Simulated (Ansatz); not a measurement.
# HfC (WC type): equation of state and elastic constants

An exercise on one series of results from a longer session: the logs are not shown, and one member is left open.

Computed with Ansatz 0.2.0 (DFT PBEsol, scalar-relativistic, plane waves, PAW, unless a step's input says otherwise).

## The starting structure

It takes space group P-6m2 (No. 187, hexagonal). The conventional cell has a = 3.204 Å, b = 3.204 Å, c = 2.884 Å, α = 90.00°, β = 90.00°, γ = 120.00°. Around Hf (site symmetry -6m2) lie 6 C at 2.35 Å. C (site symmetry -6m2) has 6 Hf at 2.35 Å as nearest neighbours.

Coordinates:

```
Hf C
1.0
     3.20430    0.00000    0.00000
    -1.60215    2.77500    0.00000
     0.00000    0.00000    2.88394
Hf C
1 1
Direct
  0.00000 0.00000 0.00000
  0.66667 0.33333 0.50000
```

An earlier run at PBEsol left this cell at 12.822 Å³/atom and 0.00 GPa (12×12×10 mesh).

Volume factors to run: 0.980, 1.020, 0.960, 1.040.

The first run:

input.yaml

```yaml
crystal:
  lattice:
    - [3.1827914694, 0.0, 0.0]
    - [-1.5913957347, 2.7563782674, 0.0]
    - [0.0, 0.0, 2.8645791849]
  atoms:
    - { symbol: Hf, position: [0.0, 0.0, 0.0] }
    - { symbol: C, position: [0.6666666667, 0.3333333333, 0.5] }
basis:
  ecutwfc: 420
  ecutrho_ratio: 4
kpoints:
  mp_grid: { grid: [12, 12, 10] }
hamiltonian:
  xc: pbesol
scf:
  occupations: { method: gaussian, width: 0.05 }
output:
  forces: true
  stress: true
  eigenvalues: true
relax:
  f_tol: 0.01
  max_steps: 40
  cell: { stress_tol: 0.1, fix: [volume] }
```

The run is started by

```sh
ansatz run input.yaml --threads 4 --pin off --max-ram 4096MiB --backend cpu --events-out ev --progress --plain --runs-dir out
```

Among the steps run: Scaling the volume by 0.980; Volume × 1.020; At 0.960 of the relaxed volume; Scaling the volume by 1.040.

One table of the session follows, with a row left open; its other results are not shown here.

```
volume (Å³/atom)  energy (meV/atom)  pressure (GPa)
          12.309              14.55            9.31
          12.565               3.53            4.44
          12.822               0.00            0.00
          13.078                  ?               ?
          13.335              12.64           -7.66
```

Estimate the missing values for volume (Å³/atom) = 13.078.

Worked estimate for «energy (meV/atom)». A straight line through the neighbours (12.822, 0.00) and (13.335, 12.64) gives 0.00 + (12.64 − 0.00) × (13.078 − 12.822) / (13.335 − 12.822) = 6.31; a parabola fitted to 3 rows on both sides gives 3.03.

As computed: energy (meV/atom): 3.26; pressure (GPa): -4.01. In «energy (meV/atom)» the line misses by +3.05 and the parabola by -0.23.

volume (Å³/atom), energy (meV/atom) and a bar:
```
    12.31       14.5 ##############################
    12.57        3.5 #######
    12.82        0.0 
    13.08        3.3 #######
    13.33       12.6 ##########################
```

To keep in mind: Spin–orbit coupling is left out, though the cell holds Hf; in elements this heavy it can shift levels and gaps by tenths of an eV.
